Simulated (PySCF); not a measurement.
# C4H3BF2O: electronic excitations

Aim: predict the electronic excitations of C4H3BF2O (`FBc1ccoc1F`).

Programs: PySCF 2.14.0, with density-fitted response routines of our own. Each step states its level of theory. These are calculated values for one molecule in the gas phase, unless marked as measured. Atoms are numbered from 0 throughout.

## 1. The starting structure

11 atoms, charge 0, multiplicity 1; geometry from: GFN2-xTB.

Bonds of the start (Å): F0–B1 1.32, B1–C2 1.54, C2–C3 1.44, C3–C4 1.35, C4–O5 1.36, O5–C6 1.33, C6–F7 1.32, C6–C2 1.37, B1–H8 1.17, C3–H9 1.07, C4–H10 1.07.

## 2. TDDFT and polarisability: CAM-B3LYP/def2-SVPD

Job settings and geometry (Å):

```
{"job": {"kind": "uv", "xc": "CAM-B3LYP", "basis": "def2-SVPD", "nstates": 8, "ntriplets": 3}, "charge": 0, "multiplicity": 1}
F      2.173056    -1.755176    -0.007170
B      1.887951    -0.473598     0.097603
C      0.413736    -0.037215     0.026347
C     -0.767132    -0.839790    -0.143086
C     -1.828040    -0.000400    -0.143756
O     -1.419148     1.284774     0.013037
C     -0.096979     1.232816     0.110280
F      0.524049     2.389396     0.270160
H      2.783483     0.269509     0.238765
H     -0.783218    -1.904438    -0.248663
H     -2.882334    -0.163209    -0.239479
```

With the program's defaults for keys left out, this is: TDDFT CAM-B3LYP/def2-SVPD, vertical, gas phase, core orbitals frozen in the response.

Started as:

```
$ OMP_NUM_THREADS=1 python probes_run.py task.json out
```

One launch serves the whole session: the jobs run in the order shown.

Predict these results of the whole session: lowest singlet (CAM-B3LYP/def2-SVPD); brightest single state of those computed; lowest triplet.

As calculated:

| quantity | value |
| --- | --- |
| lowest singlet (CAM-B3LYP/def2-SVPD) | 5.36 eV (231 nm), f = 0.089 |
| brightest single state of those computed | state 5, 6.88 eV, f = 0.387 |
| lowest triplet | 3.79 eV |

**Reading.** The first singlet state (HOMO→LUMO 0.97) lies at 5.36 eV and is bright; of the 8 states computed, the strongest absorption comes from state 5 at 6.88 eV. The lowest triplet lies 1.57 eV below the lowest singlet (triplets in Tamm-Dancoff, singlets in full TDDFT).
